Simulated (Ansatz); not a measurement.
# AlClFH3OSi: the cost of one run

All numbers below are computed with Ansatz 0.2.0 (RKS PBE0-D4/6-31G).

### Step 1. The starting structure

Bond lengths: Al1–F2 1.690 Å, Al1–O3 1.780 Å, O3–Si4 1.680 Å, Si4–H5 1.460 Å, Si4–H6 1.460 Å, Si4–H7 1.460 Å, Al1–Cl8 2.230 Å. Angles: F2–Al1–O3 120.0°, F2–Al1–Cl8 120.0°, O3–Al1–Cl8 120.0°, Al1–O3–Si4 125.0°, O3–Si4–H5 109.5°, O3–Si4–H6 109.5°, O3–Si4–H7 109.5°, H5–Si4–H6 109.4°, H5–Si4–H7 109.4°, H6–Si4–H7 109.4°.

Structure file:

```xyz
8

Al    0.0000    0.0000    0.0000
F     0.0000    0.0000    1.6900
O     1.5415    0.0000   -0.8900
Si    2.3874   -1.3760   -1.3520
H     1.4599   -2.3514   -1.9176
H     3.3882   -1.0195   -2.3535
H     3.0504   -1.9546   -0.1870
Cl   -1.9312    0.0000   -1.1150
```

### Step 2. Preparing the start

The input, input.yaml:

```yaml
crystal:
  periodic: [false, false, false]
  atoms:
    - { symbol: Al, position_ang: [0.0, 0.0, 0.0] }
    - { symbol: F, position_ang: [0.0, 0.0, 1.69] }
    - { symbol: O, position_ang: [1.5415, 0.0, -0.89] }
    - { symbol: Si, position_ang: [2.3874, -1.376, -1.352] }
    - { symbol: H, position_ang: [1.4599, -2.3514, -1.9176] }
    - { symbol: H, position_ang: [3.3882, -1.0195, -2.3535] }
    - { symbol: H, position_ang: [3.0504, -1.9546, -0.187] }
    - { symbol: Cl, position_ang: [-1.9312, 0.0, -1.115] }
basis:
  gaussian: { orbitals: "6-31G" }
hamiltonian:
  xc: pbe0
  dispersion: d4
relax:
  f_tol: 0.02
  max_steps: 40
```

Command:

```
$ ansatz run input.yaml --threads 1 --pin off --max-ram 2048MiB --backend cpu --events-out ev --progress --plain --runs-dir out
```

Q: Estimate wall time and peak memory on 1 thread of AMD EPYC 9R45 (Zen 5), shared host.

About 14 s, with a peak of 0.21 GiB.
